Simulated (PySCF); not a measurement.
# C4H3ClOSi: geometry, spin-spin couplings

Wanted: the spin-spin couplings of C4H3ClOSi (`C#C[Si@@H]1C=C(Cl)O1`), by calculation.

The runs use PySCF 2.14.0, with density-fitted response routines of our own; the level of theory stands in each step. All values are computed, except where a source is named. Atoms are numbered from 0 throughout.

### Step 1. Starting geometry

10 atoms, charge 0, multiplicity 1; geometry from: GFN2-xTB. The atoms were then displaced at random by about 0.01 Å, so the start is not that level's minimum.

Bonds of the start (Å): C0–C1 1.22, C1–Si2 1.85, Si2–C3 1.84, C3–C4 1.34, C4–Cl5 1.70, C4–O6 1.38, O6–Si2 1.71, C0–H7 1.06, Si2–H8 1.46, C3–H9 1.07.

### Step 2. Geometry optimisation at PBE0-D3(BJ)/def2-SVP

Job settings and geometry (Å):

```
{"job": {"xc": "PBE0", "basis": "def2-SVP", "d3": "d3bj", "grid": 1, "shake": 0.01, "kind": "geom"}, "charge": 0, "multiplicity": 1}
C      2.898130     0.259120     0.025370
C      1.765460    -0.078600     0.322110
Si     0.064360    -0.649520     0.779600
C     -1.254190    -0.453590    -0.492000
C     -1.709650     0.541240     0.275530
Cl    -3.022550     1.615420     0.186500
O     -0.853640     0.676770     1.348990
H      3.859370     0.611870    -0.249490
H      0.010730    -1.700940     1.795310
H     -1.707590    -0.842710    -1.384190
```

Launch:

```
$ OMP_NUM_THREADS=1 python probes_run.py task.json out
```

The driver reads the jobs from task.json and runs them one after another.

**Question.** This job is followed by: B3LYP/cc-pVTZ indirect spin-spin coupling, non-relativistic, gas phase; B3LYP/6-31G* indirect spin-spin coupling, non-relativistic, gas phase. Predict these results of the whole session: point group; rotational constants (main isotopes); largest coupling of the table (B3LYP/cc-pVTZ); range of J(C0,H7), mean over like pairs.

**Answer**, as computed:

| quantity | value |
| --- | --- |
| point group | C1 |
| rotational constants (main isotopes) | 5.64, 0.91, 0.88 GHz |
| largest coupling of the table (B3LYP/cc-pVTZ) | 1J(C,C) C0–C1, 254.4 Hz |
| range of J(C0,H7), mean over like pairs | 234.7 to 247.1 Hz |

What this shows: The start of the PBE0/def2-SVP relaxation was shaken at random by about 0.01 Å, so part of the energy gained, and of the first lengths quoted, undoes that. Relaxing lowered the energy by 0.153 eV in 8 steps; the close pair that moved most is Si2–O6, from 1.711 to 1.756 Å. Of the pairs tabulated at B3LYP/cc-pVTZ, C0–C1 couples most strongly (254.4 Hz; Fermi contact 247.5 Hz). Couplings across rotatable bonds belong to this one conformer; where others are populated, the observed values are averages. The coupling C0–H7, as a mean over pairs of its kind, runs from 234.7 Hz (B3LYP/6-31G*) to 247.1 Hz (B3LYP/cc-pVTZ). Couplings from bases without tight functions are rough.
